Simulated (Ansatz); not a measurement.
**C₂H₇NO₂W: basis-set convergence**

How large a basis does C₂H₇NO₂W need? Two functionals are run in growing sets.

Program: Ansatz 0.2.0, Gaussian basis. Level of theory: one geometry, several basis sets. These are calculated values, not measurements.

The runs, in order: PBE0-D4/def2-SVP; ωB97M-V/def2-SVP; PBE0-D4/def2-QZVPP; ωB97M-V/def2-QZVPP; the functionals' def2-TZVPP values are taken from earlier runs.

### Step 1. Structure used throughout

An earlier PBE0-D4 in a triple-zeta def2 set relaxation fixed the geometry. W takes the def2 core potential; no spin-orbit term is included.

SMILES `C[N]=[W]([CH3])(=[O])[OH]`, 13 atoms, charge 0, spin multiplicity 1.

Atoms are counted from 1 here; the program's logs count them from 0.

Bond lengths: C1–N2 1.419 Å, C1–H7 1.096 Å, C1–H8 1.095 Å, C1–H9 1.095 Å, N2–W3 1.748 Å, W3–C4 2.121 Å, W3–O5 1.710 Å, W3–O6 1.895 Å, C4–H10 1.095 Å, C4–H11 1.092 Å, C4–H12 1.093 Å, O6–H13 0.958 Å. Angles: N2–C1–H7 111.9°, N2–C1–H8 109.9°, N2–C1–H9 110.6°, H7–C1–H8 108.3°, H7–C1–H9 108.6°, H8–C1–H9 107.5°, C1–N2–W3 154.4°, N2–W3–C4 103.4°, N2–W3–O5 110.3°, N2–W3–O6 112.4°, C4–W3–O5 105.9°, C4–W3–O6 110.3°, O5–W3–O6 113.8°, W3–C4–H10 109.5°, W3–C4–H11 111.2°, W3–C4–H12 110.1°, H10–C4–H11 108.4°, H10–C4–H12 109.3° and more.

### Step 2. PBE0-D4 in def2-SVP

in.yaml

```yaml
crystal:
  periodic: [false, false, false]
  atoms:
    - {symbol: C, position_ang: [-1.397695, -1.102081, 1.508212]}
    - {symbol: N, position_ang: [-0.436316, -0.308420, 0.829601]}
    - {symbol: W, position_ang: [0.079503, 0.897314, -0.325480]}
    - {symbol: C, position_ang: [1.178504, -0.225976, -1.749950]}
    - {symbol: O, position_ang: [-1.268340, 1.528634, -1.166665]}
    - {symbol: O, position_ang: [1.181956, 2.223556, 0.460487]}
    - {symbol: H, position_ang: [-2.415965, -0.896139, 1.160077]}
    - {symbol: H, position_ang: [-1.186734, -2.164156, 1.345016]}
    - {symbol: H, position_ang: [-1.354653, -0.920442, 2.587144]}
    - {symbol: H, position_ang: [1.539177, 0.439908, -2.540378]}
    - {symbol: H, position_ang: [0.557887, -0.999510, -2.206961]}
    - {symbol: H, position_ang: [2.032416, -0.710914, -1.268965]}
    - {symbol: H, position_ang: [1.490239, 2.238206, 1.367872]}
basis:
  gaussian: {orbitals: def2-SVP}
hamiltonian: {xc: pbe0, dispersion: d4}
output: {orbitals: {seedname: orbitals}}
```

Launch:

```sh
ansatz run in.yaml --threads 4 --pin off --events-out ev --progress --plain --max-ram 11315MiB
```

After this run come: ωB97M-V in def2-SVP; PBE0-D4 in def2-QZVPP; ωB97M-V in def2-QZVPP.

Q: Predict the results of all the runs planned. Wanted: PBE0-D4: double and triple zeta above quadruple; ωB97M-V: double and triple zeta above quadruple.

**Answer**, as computed:

```
                                       quantity           value
PBE0-D4: double and triple zeta above quadruple  10.29, 0.46 eV
ωB97M-V: double and triple zeta above quadruple  10.65, 0.44 eV
```

For PBE0-D4 the step from double to triple zeta gains 9.83 eV and the next only 0.46 eV. These are total energies; as a rule much of such shifts cancels in differences, which this series doesn't test.
